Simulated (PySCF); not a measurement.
# One shape, several levels: InH2S2Br (SMILES [SH][In]([SH])[Br])

Wanted: a comparison of 6 runs (HF/3-21G, HF/def2-SVP, CAM-B3LYP/def2-SVP, PBE/def2-SVP, PBE0/def2-SVP, TPSSh/def2-TZVP) of InH2S2Br. Input form: a Python script.

The calculation is run with PySCF 2.14.0.

2 further runs of the same task are left out: 2 set aside as unsound or not needed.

**1. The system as given**

InH2S2Br has 6 atoms, charge 0, and is taken as a singlet. SMILES: `[SH][In]([SH])[Br]`. The coordinates come from a PBE0-D4/def2-TZVP relaxation. This is one conformer, not always the lowest.

Bond lengths: S1–In2 2.364 Å, In2–S3 2.368 Å, In2–Br4 2.459 Å, S1–H5 1.345 Å, S3–H6 1.344 Å. Angles: S1–In2–S3 124.3°, S1–In2–Br4 117.5°, S3–In2–Br4 118.2°, In2–S1–H5 93.0°, In2–S3–H6 92.4°.

**2. Energy and gradient at HF/3-21G (run 1)**

The input, job.py:

```python
from pyscf import gto

mol = gto.M(
    atom='''
S       -1.376100       1.750100      -0.952100
In      -0.233100      -0.197200      -0.250500
S        1.510300      -0.216500       1.352100
Br      -0.907500      -2.336700      -1.257700
H       -0.656100       2.548700      -0.144600
H        1.662500      -1.548400       1.252800
''',
    charge=0,
    verbose=4,
    basis='3-21g',
    max_memory=1860,
)

myscf = mol.RHF()
myscf.conv_tol = 1e-10
myscf.kernel()
if not myscf.converged:
    myscf = myscf.newton().run(myscf.mo_coeff, myscf.mo_occ)

energy = myscf.e_tot
print('Final energy', energy)
grad = myscf.nuc_grad_method().kernel()
myscf.analyze()
```

Command:

```bash
$ OMP_NUM_THREADS=1 python job.py
```

The program printed:

```text
PySCF version 2.14.0

[... 75 lines left out ...]
Total Energy =                       -9067.205068208568264
[... 12 lines left out ...]
MO #6   energy= -138.186867781606  occ= 2
[... 10 lines left out ...]
MO #17  energy= -17.5830099747734  occ= 2
[... 10 lines left out ...]
MO #28  energy= -6.60584047846736  occ= 2
[... 10 lines left out ...]
MO #39  energy= -3.08057330840242  occ= 2
[... 10 lines left out ...]
MO #50  energy= -0.977614999573184 occ= 2
[... 10 lines left out ...]
MO #61  energy= 0.0342626292218502 occ= 0
[... 10 lines left out ...]
MO #72  energy= 0.701184163711105  occ= 0
[... 10 lines left out ...]
MO #83  energy= 1.23792778691639   occ= 0
[... 92 lines left out ...]
Dipole moment(X, Y, Z, Debye):  0.97269,  0.13161,  0.92040
```

Run time: 9.3 s. Hardware: 1 thread of Intel Xeon at 2.70GHz, shared host; peak memory 0.17 GiB.

**3. Energy and gradient at HF/def2-SVP (core potential) (run 2)**

The input, job.py:

```python
from pyscf import gto, scf

mol = gto.Mole()
mol.atom = [
    ('S', (-1.376100, 1.750100, -0.952100)),
    ('In', (-0.233100, -0.197200, -0.250500)),
    ('S', (1.510300, -0.216500, 1.352100)),
    ('Br', (-0.907500, -2.336700, -1.257700)),
    ('H', (-0.656100, 2.548700, -0.144600)),
    ('H', (1.662500, -1.548400, 1.252800)),
]
mol.verbose = 3
mol.basis = 'def2-svp'
mol.ecp = {'In': 'def2-svp'}
mol.max_memory = 1860
mol.build()

myscf = scf.RHF(mol)
myscf.conv_tol = 1e-10
myscf.kernel()
if not myscf.converged:
    myscf = myscf.newton().run(myscf.mo_coeff, myscf.mo_occ)

e_tot = myscf.e_tot
print('E(%s) = %.9f' % ('HF', e_tot))
grad = myscf.nuc_grad_method().kernel()
myscf.analyze()
```

Command:

```bash
$ OMP_NUM_THREADS=1 python job.py
```

The program printed:

```text
converged SCF energy = -3557.41953833683
[... 18 lines left out ...]
MO #8   energy= -9.82257245598498  occ= 2
[... 11 lines left out ...]
MO #20  energy= -5.44582431849424  occ= 2
[... 11 lines left out ...]
MO #32  energy= -1.08914593724887  occ= 2
[... 11 lines left out ...]
MO #44  energy= -0.399561520761298 occ= 2
[... 11 lines left out ...]
MO #56  energy= 0.432643071866435  occ= 0
[... 11 lines left out ...]
MO #68  energy= 0.778210047391388  occ= 0
[... 11 lines left out ...]
MO #80  energy= 1.00703847590391   occ= 0
[... 11 lines left out ...]
MO #92  energy= 1.8442527082669    occ= 0
[... 11 lines left out ...]
MO #104 energy= 61.6215628688363   occ= 0
[... 7 lines left out ...]
Dipole moment(X, Y, Z, Debye):  0.92721,  0.70959,  0.98263
```

Run time: 26 s. Hardware: 1 thread of Intel Xeon at 2.70GHz, shared host; peak memory 0.23 GiB.

Runs 3 to 4 aren't shown in full; the table further down has their settings and results.

**4. Energy and forces at PBE0/def2-SVP (core potential) (run 5)**

The input, input.xyz:

```xyz
6

S     -1.376100     1.750100    -0.952100
In    -0.233100    -0.197200    -0.250500
S      1.510300    -0.216500     1.352100
Br    -0.907500    -2.336700    -1.257700
H     -0.656100     2.548700    -0.144600
H      1.662500    -1.548400     1.252800
```

The input, calc.py:

```python
from pyscf import gto, dft

mol = gto.Mole()
mol.atom = 'input.xyz'
mol.max_memory = 1860
mol.ecp = {'In': 'def2-svp'}
mol.basis = 'def2-svp'
mol.verbose = 3
mol.build()

mf = dft.RKS(mol, xc='pbe0')
mf.grids.level = 5
mf.conv_tol = 1e-10
mf.kernel()
if not mf.converged:
    mf = mf.newton().run(mf.mo_coeff, mf.mo_occ)

etot = mf.e_tot
print('E = %.10f Eh' % etot)
grad = mf.nuc_grad_method().kernel()
mf.analyze()
```

Command:

```bash
$ OMP_NUM_THREADS=1 python calc.py
```

The program printed:

```text
converged SCF energy = -3560.86125909644
[... 23 lines left out ...]
MO #13  energy= -6.57004486756128  occ= 2
[... 12 lines left out ...]
MO #26  energy= -2.66176708754623  occ= 2
[... 12 lines left out ...]
MO #39  energy= -0.406555539458811 occ= 2
[... 12 lines left out ...]
MO #52  energy= 0.135641760882629  occ= 0
[... 12 lines left out ...]
MO #65  energy= 0.526639658274942  occ= 0
[... 12 lines left out ...]
MO #78  energy= 0.75075770680995   occ= 0
[... 12 lines left out ...]
MO #91  energy= 1.55280186362266   occ= 0
[... 12 lines left out ...]
MO #104 energy= 61.1142719493401   occ= 0
[... 7 lines left out ...]
Dipole moment(X, Y, Z, Debye):  0.90177,  0.71367,  0.95998
```

Wall time 60 s (1 thread of Intel Xeon at 2.70GHz, shared host); peak memory 1 GiB.

**5. Energy and forces at TPSSh/def2-TZVP (core potential) (run 6)**

The input, job.py:

```python
import pyscf.grad
from pyscf import gto, dft

molecule = gto.M(
    atom='''
S       -1.376100       1.750100      -0.952100
In      -0.233100      -0.197200      -0.250500
S        1.510300      -0.216500       1.352100
Br      -0.907500      -2.336700      -1.257700
H       -0.656100       2.548700      -0.144600
H        1.662500      -1.548400       1.252800
''',
    max_memory=1860,
    verbose=4,
    ecp={'In': 'def2-svp'},
    charge=0,
    basis='def2-tzvp',
)

myscf = dft.RKS(molecule)
myscf.xc = 'tpssh'
myscf.conv_tol = 1e-10
myscf.grids.level = 5
myscf.kernel()
if not myscf.converged:
    myscf = myscf.newton().run(myscf.mo_coeff, myscf.mo_occ)

etot = myscf.e_tot
print('E = %.10f Eh' % etot)
grad = myscf.Gradients().kernel()
dip = myscf.dip_moment()
pop, q = myscf.mulliken_pop()
```

Command:

```bash
$ OMP_NUM_THREADS=1 python job.py
```

The program printed:

```text
PySCF version 2.14.0

[... 81 lines left out ...]
converged SCF energy = -3561.91523384447
[... 14 lines left out ...]
Dipole moment(X, Y, Z, Debye):  0.78165,  0.80989,  0.86656
[... 191 lines left out ...]
charge of    5H =      0.17995
```

Run time: 3.7 min. Hardware: 1 thread of Intel Xeon at 2.70GHz, shared host; peak memory 2.6 GiB.

**6. All runs side by side**

```tsv
run	level	core potential	integration grid	energy (Eh)	dipole moment (D)	HOMO energy (eV)	LUMO energy (eV)	wall time
1	HF/3-21G	–	–	-9067.205068	1.35	-10.87	0.86	9.3 s
2	HF/def2-SVP (core potential)	def2-svp	–	-3557.419538	1.53	-10.51	1.42	26 s
3	CAM-B3LYP/def2-SVP (core potential)	def2-svp	5	-3561.549847	1.49	-8.92	-0.92	96 s
4	PBE/def2-SVP (core potential)	def2-svp	5	-3560.702010	1.46	-6.42	-2.78	69 s
5	PBE0/def2-SVP (core potential)	def2-svp	5	-3560.861259	1.50	-7.69	-1.97	60 s
6	TPSSh/def2-TZVP (core potential)	def2-svp	5	-3561.915234	1.42	-7.19	-2.52	3.7 min
```

**7. Outcome**

```
                       quantity           value
            run 6: total energy  -3561.91523 Eh
           run 6: dipole moment          1.42 D
             run 6: HOMO energy        -7.19 eV
             run 6: LUMO energy        -2.52 eV
           run 6: HOMO–LUMO gap         4.67 eV
run 6: largest force on an atom      0.173 eV/Å
```

The dipole moment (its size) runs from 1.35 D (HF/3-21G) to 1.53 D (HF/def2-SVP). The two ends differ in basis and core potential. The HOMO–LUMO gap runs from 3.64 eV (PBE/def2-SVP) to 11.92 eV (HF/def2-SVP). Exact exchange widens orbital gaps. Totals of different functionals can't be ranked against each other. Some runs of one species differ in core potentials or relativity; totals across that change don't compare. In run 1 relativity is left out where basis or elements ask for it. All runs together took 8.1 min, the longest 3.7 min.
